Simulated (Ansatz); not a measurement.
# C3H7NOSi: a ladder of functionals and wavefunction methods

An exercise on one series of results from a longer session: the logs are not shown, and one member is left open.

Program: Ansatz 0.2.0, Gaussian basis. Level of theory: functionals in def2-TZVPP, the program's frozen cores in correlated methods. These are calculated values, not measurements.

Plan: LDA (SPW92), PBE-D4, revPBE-D4, BLYP-D4, r2SCAN-D4, B97M-V, PBE0-D4, B3LYP-D4, r2SCANh-D4, r2SCAN0-D4, HSE06-D4, BHLYP-D4, CAM-B3LYP-D4, LC-ωPBE, ωB97X-V, ωB97M-V, B2PLYP, PBE-QIDH; CCSD(T)/def2-SVP; CCSD(T)/def2-TZVPP; MP2/def2-QZVPP; extrapolation to the limit; RPA on PBE.

### The geometry

The geometry comes from an earlier relaxation with PBE0-D4 in a triple-zeta def2 set; it is a stationary point, not always the lowest conformer.

SMILES `C[SiH2]C1N=CO1`, 13 atoms, charge 0, spin multiplicity 1.

Atoms are counted from 1 here; the program's logs count them from 0.

Bond lengths: C1–Si2 1.864 Å, C1–H7 1.092 Å, C1–H8 1.092 Å, C1–H9 1.092 Å, Si2–C3 1.899 Å, Si2–H10 1.485 Å, Si2–H11 1.488 Å, C3–N4 1.464 Å, C3–O6 1.479 Å, C3–H12 1.094 Å, N4–C5 1.280 Å, C5–O6 1.351 Å, C5–H13 1.085 Å. Angles: Si2–C1–H7 110.8°, Si2–C1–H8 110.0°, Si2–C1–H9 111.2°, H7–C1–H8 108.5°, H7–C1–H9 108.0°, H8–C1–H9 108.4°, C1–Si2–C3 108.8°, C1–Si2–H10 112.2°, C1–Si2–H11 111.5°, C3–Si2–H10 106.3°, C3–Si2–H11 108.3°, H10–Si2–H11 109.6°, Si2–C3–N4 113.6°, Si2–C3–O6 112.1°, Si2–C3–H12 115.3°, N4–C3–O6 89.8°, N4–C3–H12 113.6°, O6–C3–H12 109.7° and more.

Set-up of the first run:

File in.yaml:

```yaml
crystal:
  periodic: [false, false, false]
  atoms:
    - {symbol: C, position_ang: [-0.927828, -1.872815, 0.279749]}
    - {symbol: Si, position_ang: [0.585806, -0.844160, -0.074964]}
    - {symbol: C, position_ang: [0.257322, 0.939885, 0.486665]}
    - {symbol: N, position_ang: [-0.759024, 1.627150, -0.312329]}
    - {symbol: C, position_ang: [0.217346, 2.360397, -0.695577]}
    - {symbol: O, position_ang: [1.282205, 1.879290, -0.016852]}
    - {symbol: H, position_ang: [-0.797167, -2.893946, -0.085312]}
    - {symbol: H, position_ang: [-1.798965, -1.437711, -0.214600]}
    - {symbol: H, position_ang: [-1.129535, -1.921520, 1.352240]}
    - {symbol: H, position_ang: [0.889091, -0.774570, -1.526890]}
    - {symbol: H, position_ang: [1.775701, -1.354159, 0.659108]}
    - {symbol: H, position_ang: [0.131334, 1.075592, 1.564429]}
    - {symbol: H, position_ang: [0.294216, 3.181668, -1.400970]}
basis:
  gaussian: {orbitals: def2-TZVPP}
hamiltonian: {xc: lda}
output: {orbitals: {seedname: orbitals}}
```

Launch:

```
> ansatz run in.yaml --threads 4 --pin off --events-out ev --progress --plain --max-ram 10444MiB
```

Steps of the session up to this table: LDA; PBE-D4 (GGA); revPBE-D4 (GGA); BLYP-D4 (GGA); r2SCAN-D4 (meta-GGA); B97M-V (meta-GGA); PBE0-D4 (hybrid); B3LYP-D4 (hybrid); r2SCANh-D4 (hybrid); r2SCAN0-D4 (hybrid); HSE06-D4 (hybrid); BHLYP-D4 (hybrid); CAM-B3LYP-D4 (range-separated); LC-ωPBE (range-separated); ωB97X-V (range-separated); ωB97M-V (range-separated); B2PLYP (double hybrid); PBE-QIDH (double hybrid).

One table of the session follows, with a row left open; its other results are not shown here.

It belongs to the step «Frontier levels by functional». 

| functional | HOMO (eV) | gap (eV) |
| --- | --- | --- |
| LDA (SPW92) | -6.82 | 5.64 |
| PBE-D4 | -6.60 | 5.67 |
| revPBE-D4 | -6.53 | 5.68 |
| BLYP-D4 | -6.47 | 5.62 |
| r2SCAN-D4 | -6.86 | 6.14 |
| B97M-V | ? | ? |
| PBE0-D4 | -7.94 | 8.02 |
| B3LYP-D4 | -7.71 | 7.51 |
| r2SCANh-D4 | -7.37 | 7.02 |
| r2SCAN0-D4 | -8.12 | 8.33 |
| HSE06-D4 | -7.54 | 7.23 |
| BHLYP-D4 | -9.14 | 10.23 |
| CAM-B3LYP-D4 | -9.35 | 10.51 |
| LC-ωPBE | -10.73 | 13.13 |
| ωB97X-V | -10.34 | 12.62 |
| ωB97M-V | -10.25 | 12.25 |

Estimate the missing values for B97M-V.

As computed: HOMO (eV): -6.92; gap (eV): 6.20. In the column «HOMO (eV)» it lies between r2SCANh-D4 (-7.37) and r2SCAN-D4 (-6.86).
